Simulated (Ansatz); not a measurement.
**CH6AlNS: small, medium and large basis sets**

How large a basis does CH6AlNS need? Two functionals are run in growing sets.

Method: one geometry, several basis sets; program: Ansatz 0.2.0, Gaussian basis.

Plan: PBE0-D4/def2-SVP; ωB97M-V/def2-SVP; PBE0-D4/def2-QZVPP; ωB97M-V/def2-QZVPP; the functionals' def2-TZVPP values are taken from earlier runs.

## (1) Structure used throughout

An earlier PBE0-D4 in a triple-zeta def2 set relaxation fixed the geometry.

SMILES `NC[S][AlH2]`, 10 atoms, charge 0, spin multiplicity 1.

Atoms are counted from 1 here; the program's logs count them from 0.

Bond lengths: N1–C2 1.439 Å, N1–H5 1.012 Å, N1–H6 1.013 Å, C2–S3 1.833 Å, C2–H7 1.091 Å, C2–H8 1.097 Å, S3–Al4 2.168 Å, Al4–H9 1.580 Å, Al4–H10 1.586 Å. Angles: C2–N1–H5 111.2°, C2–N1–H6 110.8°, H5–N1–H6 108.4°, N1–C2–S3 110.2°, N1–C2–H7 108.7°, N1–C2–H8 115.5°, S3–C2–H7 106.0°, S3–C2–H8 108.1°, H7–C2–H8 107.9°, C2–S3–Al4 101.3°, S3–Al4–H9 118.2°, S3–Al4–H10 117.3°, H9–Al4–H10 124.6°.

## (2) PBE0-D4 in def2-SVP

in.yaml reads:

```yaml
crystal:
  periodic: [false, false, false]
  atoms:
    - {symbol: N, position_ang: [-0.639641, 1.524242, 0.837460]}
    - {symbol: C, position_ang: [-0.122242, 0.187362, 0.965408]}
    - {symbol: S, position_ang: [-1.103806, -0.972010, -0.059794]}
    - {symbol: Al, position_ang: [0.321037, -1.476272, -1.614261]}
    - {symbol: H, position_ang: [-0.442744, 1.907272, -0.078227]}
    - {symbol: H, position_ang: [-0.231856, 2.135482, 1.534317]}
    - {symbol: H, position_ang: [-0.251904, -0.141341, 1.997836]}
    - {symbol: H, position_ang: [0.935592, 0.063110, 0.701285]}
    - {symbol: H, position_ang: [-0.126122, -2.498910, -2.732718]}
    - {symbol: H, position_ang: [1.744787, -0.780133, -1.548407]}
basis:
  gaussian: {orbitals: def2-SVP}
hamiltonian: {xc: pbe0, dispersion: d4}
output: {orbitals: {seedname: orbitals}}
```

Further steps of the session: ωB97M-V in def2-SVP; PBE0-D4 in def2-QZVPP; ωB97M-V in def2-QZVPP.

**Question.** What will the summary of the whole plan be? Wanted: PBE0-D4: double and triple zeta above quadruple; ωB97M-V: double and triple zeta above quadruple.

**Answer**, as computed:

| quantity | value |
| --- | --- |
| PBE0-D4: double and triple zeta above quadruple | 9.84, 0.70 eV |
| ωB97M-V: double and triple zeta above quadruple | 9.94, 0.67 eV |

In words: PBE0-D4 gains 9.15 eV from double to triple zeta, then 0.70 eV more. Total energies overstate the basis error of differences, where much of it tends to cancel.
